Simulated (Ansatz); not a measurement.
# HfH2 (singlet): PBE0, B3LYP over a scan of the distance Hf1–H2, def2-SVP

How well do these functionals follow the top wave-function level for HfH2 (singlet) over a scan of the distance Hf1–H2?

Computed with Ansatz 0.2.0, Gaussian basis. Level: def2-SVP, all electrons in the functionals.

Plan: PBE0, B3LYP, at 1.506 Å; 1.747 Å; 1.912 Å; 2.148 Å; 2.303 Å; 2.644 Å; 3.068 Å; 3.530 Å; 4.173 Å; 5.073 Å; 6.398 Å.

40 further runs of the same task are left out: 22 for a known fault of the program, 15 that didn't finish, 3 set aside as unsound or not needed.

## 1. The geometry

The geometry derives from a PBE0/def2-TZVP stationary point (not a proven minimum). One bond is set to the value named and the two fragments are kept rigid. No spin-orbit coupling is included. Elements past krypton take def2 core potentials.

3 atoms, charge 0, spin multiplicity 1.

Atoms are counted from 1 here; the program's logs count them from 0.

Bond lengths: Hf1–H2 1.912 Å, Hf1–H3 1.912 Å. Angles: H2–Hf1–H3 180.0°.

Geometry (Å):

```csv
atom,x (Å),y (Å),z (Å)
Hf1,0.00000,0.00000,0.00000
H2,0.00000,0.00000,-1.91180
H3,0.00000,0.00000,1.91180
```

No dispersion term is added. B3LYP takes the VWN-RPA correlation.

The geometry shown and the zero of energy belong to the point 1.912 Å. The yardstick, FCI, and other wave-function levels (R restricted, U unrestricted, valence and pair active spaces) come from earlier runs.

## 2. PBE0, 1.506 Å

Input file in.yaml:

```yaml
crystal:
  periodic: [false, false, false]
  atoms:
    - {symbol: Hf, position_ang: [0.000000, 0.000000, -0.135267]}
    - {symbol: H, position_ang: [0.000000, 0.000000, -1.641267]}
    - {symbol: H, position_ang: [0.000000, 0.000000, 1.776533]}
basis:
  gaussian: {orbitals: def2-SVP}
magnetization: {spin_polarized: true, initial_magnetization: 0}
hamiltonian: {xc: {name: PBE0}}
output: {orbitals: {seedname: orbitals}}
```

Launch:

```
> ansatz run in.yaml --threads 1 --pin off --events-out ev --progress --plain --max-ram 2393MiB
```

After this run come: PBE0, 1.747 Å; PBE0, 1.912 Å; PBE0, 2.148 Å; PBE0, 2.303 Å; PBE0, 2.644 Å; PBE0, 3.068 Å; PBE0, 3.530 Å; PBE0, 4.173 Å; PBE0, 5.073 Å; PBE0, 6.398 Å; B3LYP, 1.506 Å; B3LYP, 1.747 Å; B3LYP, 1.912 Å; B3LYP, 2.148 Å; B3LYP, 2.303 Å; B3LYP, 2.644 Å; B3LYP, 3.068 Å; B3LYP, 3.530 Å; B3LYP, 4.173 Å; B3LYP, 5.073 Å; B3LYP, 6.398 Å.

Before running them: what should the planned runs give, taken together? Wanted: span of the FCI curve; largest miss, PBE0; largest miss, B3LYP.

As calculated:

```
             quantity                value
span of the FCI curve             2.613 eV
   largest miss, PBE0  -0.057 eV (2.644 Å)
  largest miss, B3LYP  -0.072 eV (2.644 Å)
```

What this shows: Of the functionals, PBE0 keep the smallest largest miss at the points compared (at most 0.057 eV) and B3LYP strays most (0.072 eV, at 2.644 Å). PBE0, B3LYP clearly break the spin symmetry at some points (⟨S²⟩ up to 1.34 above the pure value), so energy there is bought with a mixed spin. Functionals and the yardstick converge differently with the basis, so part of each miss in def2-SVP is the basis.
